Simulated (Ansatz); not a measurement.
**One shape, several levels: triplet C2H4GaN**

We compute a comparison of 6 runs (UHF/STO-3G, U-wB97M-V/def2-SVP, U-wB97X/def2-SVP, UB3LYP/def2-SVP, UCAM-B3LYP/def2-SVP, UCCSD(T)/def2-SVP) of triplet C2H4GaN. 

Program for the calculation: Ansatz 0.2.0.

48 further runs of the same task are left out: 48 set aside as unsound or not needed. Runs told in other sessions of the task aren't counted.

**1. The molecule**

C2H4GaN: 8 atoms, total charge 0, spin state triplet. As SMILES of the parent species, `N=C=[CH][GaH2]`. The shape is that of a PBE0-D4/def2-TZVP optimisation. That shape belongs to the parent species and isn't relaxed for this state.

Bond lengths: N1–C2 1.214 Å, C2–C3 1.309 Å, C3–Ga4 1.931 Å, N1–H5 1.014 Å, C3–H6 1.084 Å, Ga4–H7 1.565 Å, Ga4–H8 1.565 Å. Angles: N1–C2–C3 173.8°, C2–C3–Ga4 119.1°, C2–N1–H5 119.2°, C2–C3–H6 118.2°, Ga4–C3–H6 122.7°, C3–Ga4–H7 118.3°, C3–Ga4–H8 118.1°, H7–Ga4–H8 123.7°.

**2. The energy at UHF/STO-3G (run 1)**

molecule.yaml reads:

```yaml
crystal:
  periodic: [false, false, false]
  atoms:
    - {symbol: N, position_ang: [0.336900, 2.061700, -0.854600]}
    - {symbol: C, position_ang: [0.365600, 1.114900, -0.096000]}
    - {symbol: C, position_ang: [0.472300, 0.025700, 0.622800]}
    - {symbol: Ga, position_ang: [-0.381300, -1.593600, 0.007200]}
    - {symbol: H, position_ang: [-0.411400, 2.740600, -0.770200]}
    - {symbol: H, position_ang: [1.040500, 0.073900, 1.545200]}
    - {symbol: H, position_ang: [-0.231900, -2.886400, 0.876300]}
    - {symbol: H, position_ang: [-1.190600, -1.536800, -1.330700]}
basis:
  gaussian:
    orbitals: STO-3G
accuracy: high
hamiltonian:
  xc: hf
magnetization:
  spin_polarized: true
  initial_magnetization: 2
output: {orbitals: {seedname: orbitals}}
```

Command:

```sh
$ ansatz run molecule.yaml --threads 1 --pin off --max-ram 3480MiB --events-out events.jsonl --progress --plain --runs-dir runs
```

The program printed:

```text
Warning: RAYON_NUM_THREADS=1 ignored (pool sized by the plan → 1); use --threads N
Functional definition: HF
  name "HF"
  exchange = exact_x
  correlation = 0
640 factors; integrals over basis functions are off by at most 3.9e-9 eV
mean field evaluation 1: about -55280.5376 eV, gradient 2.0e1 eV
mean field evaluation 2: about -55280.6366 eV, gradient 2.0e1 eV
mean field evaluation 4: about -55285.8292 eV, gradient 6.3e0 eV
mean field evaluation 8: about -55286.7195 eV, gradient 5.6e-1 eV
mean field evaluation 16: about -55286.7820 eV, gradient 4.4e-2 eV
mean field evaluation 32: about -55286.7731 eV, gradient 2.0e-2 eV
mean field evaluation 64: about -55286.7200 eV, gradient 3.4e-1 eV
mean field evaluation 96: about -55286.7674 eV, gradient 3.7e-1 eV
mean field evaluation 128: about -55286.7164 eV, gradient 2.2e-1 eV
mean field evaluation 160: about -55286.7110 eV, gradient 1.3e-1 eV
mean field evaluation 192: about -55286.6727 eV, gradient 2.3e-1 eV
mean field evaluation 224: about -55283.6545 eV, gradient 7.3e0 eV
mean field -55286.78264396 eV, -2031.7517874382 hartree, gradient 2.8e-8 eV, S^2 2.276952; 4 other end points of the search recorded, 0 dependent functions left out
reference -55286.78264396 eV, -2031.7517874382 hartree; 28, 26 occupied and 9, 11 virtual orbitals, 640 factors
Total energy: -55286.78264396 eV, -2031.7517874382 hartree
```

Wall time 3.3 s (1 thread of Arm Neoverse V1, shared host); peak memory 0.1 GiB.

**3. A single-point energy at U-wB97M-V/def2-SVP (run 2)**

job.yaml reads:

```yaml
crystal:
  periodic: [false, false, false]
  atoms:
    - {symbol: N, position_ang: [0.336900, 2.061700, -0.854600]}
    - {symbol: C, position_ang: [0.365600, 1.114900, -0.096000]}
    - {symbol: C, position_ang: [0.472300, 0.025700, 0.622800]}
    - {symbol: Ga, position_ang: [-0.381300, -1.593600, 0.007200]}
    - {symbol: H, position_ang: [-0.411400, 2.740600, -0.770200]}
    - {symbol: H, position_ang: [1.040500, 0.073900, 1.545200]}
    - {symbol: H, position_ang: [-0.231900, -2.886400, 0.876300]}
    - {symbol: H, position_ang: [-1.190600, -1.536800, -1.330700]}
basis:
  gaussian:
    orbitals: def2-SVP
magnetization:
  spin_polarized: true
  initial_magnetization: 2
hamiltonian:
  xc: {name: wB97M-V}
accuracy: high
output: {orbitals: {seedname: orbitals}}
```

Command:

```sh
$ ansatz run job.yaml --threads 1 --pin off --max-ram 3480MiB --events-out events.jsonl --progress --plain --runs-dir runs
```

The program printed (excerpt; [...] marks lines left out):

```text
Warning: RAYON_NUM_THREADS=1 ignored (pool sized by the plan → 1); use --threads N
Functional definition: wB97M-V
  name "wB97M-V"
[...]
  gx(w, u) = 1 - cx + cx01*u + cx10*w
  gss(w, u) = css00 + css04*u^4 + css10*w + css20*w^2 + css43*w^4*u^3
  gos(w, u) = cos00 + cos10*w + (cos20 + cos21*u)*w^2 + (cos60 + cos61*u)*w^6
[...]
      + integral(e_c_pw_mod_opposite_spin*gos(b97_w_opposite, b97_u_opposite)) + vv10(b, c)
2065 factors; integrals over basis functions are off by at most 9.3e-9 eV
373 factors; integrals over basis functions are off by at most 2.6e-9 eV
[...]
mean field -55987.46853968 eV, -2057.5015191639 hartree, gradient 2.5e-8 eV, S^2 2.005721; 4 other end points of the search recorded, 0 dependent functions left out
reference -55987.46854413 eV, -2057.5015193277 hartree; 28, 26 occupied and 66, 68 virtual orbitals, 2065 factors
Total energy: -55987.46854413 eV, -2057.5015193277 hartree
```

Run time: 2.1 min. Hardware: 1 thread of Arm Neoverse V1, shared host; peak memory 1.1 GiB.

Runs 3 to 5 aren't shown in full; the table further down has their settings and results.

**4. A single-point energy at UCCSD(T)/def2-SVP (run 6)**

run.yaml reads:

```yaml
crystal:
  periodic: [false, false, false]
  atoms:
    - {symbol: N, position_ang: [0.336900, 2.061700, -0.854600]}
    - {symbol: C, position_ang: [0.365600, 1.114900, -0.096000]}
    - {symbol: C, position_ang: [0.472300, 0.025700, 0.622800]}
    - {symbol: Ga, position_ang: [-0.381300, -1.593600, 0.007200]}
    - {symbol: H, position_ang: [-0.411400, 2.740600, -0.770200]}
    - {symbol: H, position_ang: [1.040500, 0.073900, 1.545200]}
    - {symbol: H, position_ang: [-0.231900, -2.886400, 0.876300]}
    - {symbol: H, position_ang: [-1.190600, -1.536800, -1.330700]}
basis:
  gaussian:
    orbitals: def2-SVP
magnetization:
  spin_polarized: true
  initial_magnetization: 2
correlation:
  method: ccsd_t
  frozen_orbitals: {C: 1, Ga: 9, H: 0, "N": 1}
accuracy: high
scf:
  omitted_lower_state_checks: [cluster_reference, increment]
```

Command:

```sh
$ ansatz run run.yaml --threads 1 --pin off --max-ram 3480MiB --events-out events.jsonl --progress --plain --runs-dir runs
```

The program printed:

```text
Warning: RAYON_NUM_THREADS=1 ignored (pool sized by the plan → 1); use --threads N
[... 14 lines left out ...]
12 core orbitals not correlated: weight in the atoms' cores, before any rotation towards them, 1.000 or more for the frozen orbitals, at most 0.000 for the correlated occupied ones
[... 41 lines left out ...]
Total energy: -55943.27558102 eV, -2055.8774578882 hartree
Checks for a lower state left out: cluster_reference, increment
```

Run time: 2.9 min. Hardware: 1 thread of Arm Neoverse V1, shared host; peak memory 1.2 GiB.

**5. The series**

```
run                level  frozen core orbitals   energy (Eh)  HOMO energy (eV)  LUMO energy (eV)   ⟨S²⟩  wall time
  1           UHF/STO-3G                     –  -2031.751787             -5.65              4.46  2.277      3.3 s
  2   U-wB97M-V/def2-SVP                     –  -2057.501519             -4.94             -3.29  2.006    2.1 min
  3     U-wB97X/def2-SVP                     –  -2057.670513             -4.97             -3.06  2.006       79 s
  4      UB3LYP/def2-SVP                     –  -2057.729121             -3.18                 –  2.005       24 s
  5  UCAM-B3LYP/def2-SVP                     –  -2057.715439             -4.27             -4.08  2.006       20 s
  6    UCCSD(T)/def2-SVP                    12  -2055.877458                 –                 –  2.018    2.9 min
```

**6. Results**

| quantity | value |
| --- | --- |
| run 6: total energy | -2055.87746 Eh |
| run 6: correlation energy (12 core orbitals frozen) | -663.3 mEh |
| run 6: (T) correction | -25.61 mEh |
| run 6: ⟨S²⟩ of the reference determinant | 2.018 |
| run 6: T1 diagnostic | 0.027 |

Totals of different functionals can't be ranked against each other. In run 1 the basis is minimal, so the values are rough. Spin contamination of the reference: run 1 ⟨S²⟩ = 2.28. All runs together took 7.2 min, the longest 2.9 min.
